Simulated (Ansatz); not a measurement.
Runs of Ansatz 0.2.0 on CS2. Symmetry: Cmce, No. 64, orthorhombic system. The conventional cell has a = 7.292 Å, b = 5.989 Å, c = 9.851 Å, α = 90.00°, β = 90.00°, γ = 90.00°. S (site symmetry m) is surrounded by 1 C at 1.56 Å. C (site symmetry 2/m) is surrounded by 2 S at 1.56 Å. The cell comes from a database or a generator and needn't be the stable form of this composition.

```csv
task,level,cell,cutoff (eV),points for each segment of the path,gap on the mesh (eV),pressure (GPa),relaxed volume (Å³/atom),largest force (eV/Å)
band structure,r2SCAN,as given,500,14,(a),-0.7,-,(c)
relaxation of cell and atoms,LDA,relaxed,420,-,2.27,0.0,21.90,-
band structure,PBEsol,as given,420,14,3.41,-0.1,-,(b)
band structure,PBE,as given,420,14,3.41,0.4,-,0.26
band structure,LDA,as given,420,14,3.32,-1.1,-,(d)
relaxation of cell and atoms,PBE,relaxed,420,-,3.41,0.0,36.87,-
```

Alike in all rows: potentials or basis Ansatz PAW; no spin polarisation; k mesh 6 × 6 × 3; smearing fermi-dirac 0.05 eV.

Problem. Fill in the values left out.

Solution. (a) 3.75; (b) 0.09; (c) 0.21; (d) 0.22.

Caveats: the PAW data sets come from PBE, with cores solved anew for the run's functional, which leaves a small shift of forces and pressure (some runs); odd divisions of the mesh miss points on the zone boundary, where band edges often lie, so the gap on the mesh can be too wide (some runs); the plane-wave basis is chosen anew once the cell has moved, so the energies of steps on either side of that aren't comparable (some runs); the volume moved by over 15 % at a fixed basis, so the end points are rough (some runs).

A k mesh can miss the band edges.
